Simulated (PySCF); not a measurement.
# U-r2SCAN/STO-3G run of CBrF (SMILES F[C]Br)

Aim: the energy change on altering one bond length of CBrF at U-r2SCAN/STO-3G, from 2 runs. Input form: a Python script.

The results are computed with PySCF 2.14.0.

10 further runs of the same task are left out: 1 that didn't finish, 9 set aside as unsound or not needed.

## (1) The molecule

CBrF has 3 atoms, charge 0, and is taken as a triplet. As SMILES, `F[C]Br`. The coordinates come from a GFN2-xTB relaxation.

Bond lengths: F1–C2 1.319 Å, C2–Br3 1.810 Å. Angles: F1–C2–Br3 124.5°.

## (2) The energy at U-r2SCAN/STO-3G

Input file input.py:

```python
from pyscf import gto, dft

mol = gto.M(
    atom='''
F      0.434694     2.400840     0.505105
C     -0.777339     0.410052    -0.380081
Br     0.342645    -2.810892    -0.125005
''',
    verbose=3,
    unit='bohr',
    spin=2,
    charge=0,
    max_memory=1860,
    basis='sto-3g',
)

mf = dft.UKS(mol)
mf.xc = 'r2scan'
mf.conv_tol = 1e-10
mf.grids.level = 5
mf.kernel()
if not mf.converged:
    mf = mf.newton().run(mf.mo_coeff, mf.mo_occ)

energy = mf.e_tot
print('E = %.10f Eh' % energy)
```

Launch:

```sh
$ OMP_NUM_THREADS=1 python input.py
```

What it wrote:

```text
WARN: HOMO -0.187748094633123 >= LUMO -0.32030528274841

converged SCF energy = -2681.9458748135  <S^2> = 2.0032849  2S+1 = 3.0021891
E = -2681.9458748135 Eh
```

Wall time 7.8 s (1 thread of Arm Neoverse V1, shared host); peak memory 0.25 GiB.

## (3) The distorted shape

Input file geometry.xyz:

```xyz
3
CBrF
F     -0.836789     4.338517     0.024323
C     -1.478169     3.285037    -0.444097
Br     0.181320    -1.487460    -0.066150
```

Input file run.py:

```python
from pyscf import gto, dft

mol = gto.M(
    atom='geometry.xyz',
    verbose=3,
    spin=2,
    max_memory=1860,
    charge=0,
    basis='sto-3g',
)

mf = dft.UKS(mol)
mf.xc = 'r2scan'
mf.conv_tol = 1e-10
mf.grids.level = 5
mf.kernel()
if not mf.converged:
    mf = mf.newton().run(mf.mo_coeff, mf.mo_occ)

e_tot = mf.e_tot
print('E = %.10f Eh' % e_tot)
```

Launch:

```sh
$ OMP_NUM_THREADS=1 python run.py
```

What it wrote:

```text
WARN: HOMO -0.105144213672883 >= LUMO -0.375861675390256

WARN: HOMO 0.16688454755592 >= LUMO 0.0217028736686579

WARN: HOMO 0.260803674830077 >= LUMO 0.140234490915955

WARN: HOMO -0.0204243063362468 >= LUMO -0.112221028879018

WARN: HOMO -0.0306243185916234 >= LUMO -0.030830065072574

WARN: HOMO 0.0545561731185947 >= LUMO -0.0455842751944335

WARN: HOMO 0.0336049761291402 >= LUMO -0.0647804908334062

WARN: HOMO -0.0682864724036591 >= LUMO -0.131600849156543

WARN: HOMO -0.0599010213717943 >= LUMO -0.111517057059994

WARN: HOMO -0.0586749911053704 >= LUMO -0.112422903276276

WARN: HOMO -0.0411993764431635 >= LUMO -0.125093606121802

WARN: HOMO -0.0379900831150358 >= LUMO -0.127447325220235

WARN: HOMO -0.0377881058426261 >= LUMO -0.127589826826482

WARN: HOMO -0.0377857390608191 >= LUMO -0.127589528267181

WARN: HOMO -0.0377722765772803 >= LUMO -0.127579168898063

WARN: HOMO -0.0376900176543297 >= LUMO -0.127177938458317

WARN: HOMO -0.0376705557379777 >= LUMO -0.127387997245837

WARN: HOMO -0.0375849177918182 >= LUMO -0.127237746909277

WARN: HOMO -0.0375643820480128 >= LUMO -0.127402394304018

WARN: HOMO -0.0375338979874055 >= LUMO -0.127603620917326

WARN: HOMO -0.0375345133985721 >= LUMO -0.127610473377623

WARN: HOMO -0.0375465766464687 >= LUMO -0.127503654572352

WARN: HOMO -0.0375400270323421 >= LUMO -0.127591874319774

WARN: HOMO -0.0375450173959209 >= LUMO -0.127557231387635

WARN: HOMO -0.0375441228334025 >= LUMO -0.127561179710257

WARN: HOMO -0.0375481836974332 >= LUMO -0.127575915716676

WARN: HOMO -0.0375586224755953 >= LUMO -0.127574866613948

WARN: HOMO -0.0375441593642857 >= LUMO -0.127574960825873

WARN: HOMO -0.0375386223276518 >= LUMO -0.127577233555919

WARN: HOMO -0.037479878622577 >= LUMO -0.127573819573823

WARN: HOMO -0.0375405690041173 >= LUMO -0.127576499776987

WARN: HOMO -0.0375337604504067 >= LUMO -0.12757782896765

WARN: HOMO -0.0375264585961997 >= LUMO -0.127577819377024

WARN: HOMO -0.0375399827643833 >= LUMO -0.127577460310523

WARN: HOMO -0.0375354612972438 >= LUMO -0.127578005807642

WARN: HOMO -0.0375386911039619 >= LUMO -0.127578540356216

WARN: HOMO -0.0375388470364834 >= LUMO -0.127578733525149

WARN: HOMO -0.0375379301949114 >= LUMO -0.12757876382151

WARN: HOMO -0.0375381834674766 >= LUMO -0.127578795803948

WARN: HOMO -0.0375380930883489 >= LUMO -0.127578818111513

converged SCF energy = -2681.85699765942  <S^2> = 2.0014226  2S+1 = 3.0009482
E = -2681.8569976594 Eh
```

Wall time 26 s (1 thread of Arm Neoverse V1, shared host); peak memory 0.25 GiB.

## (4) Summary of results

At U-r2SCAN/STO-3G:

| quantity | value |
| --- | --- |
| first shape: total energy | -2681.94587 Eh |
| first shape: dipole moment | 0.41 D |
| first shape: HOMO energy (highest over α and β) | -1.24 eV |
| first shape: LUMO energy (lowest over α and β) | -0.06 eV |
| first shape: ⟨S²⟩ | 2.003 |
| distorted shape: total energy | -2681.85700 Eh |
| distorted shape: dipole moment | 1.10 D |
| distorted shape: HOMO energy (highest over α and β) | -1.02 eV |
| distorted shape: ⟨S²⟩ | 2.001 |
| energy change with the C2–Br3 bond stretched from 1.810 to 5.067 Å | 2.418 eV |

**Reading.** With the C2–Br3 bond stretched from 1.810 to 5.067 Å the energy rises by 2.42 eV (56 kcal/mol). The first shape isn't relaxed at this level, so the change isn't measured from a minimum. The minimal basis adds a large error of its own.
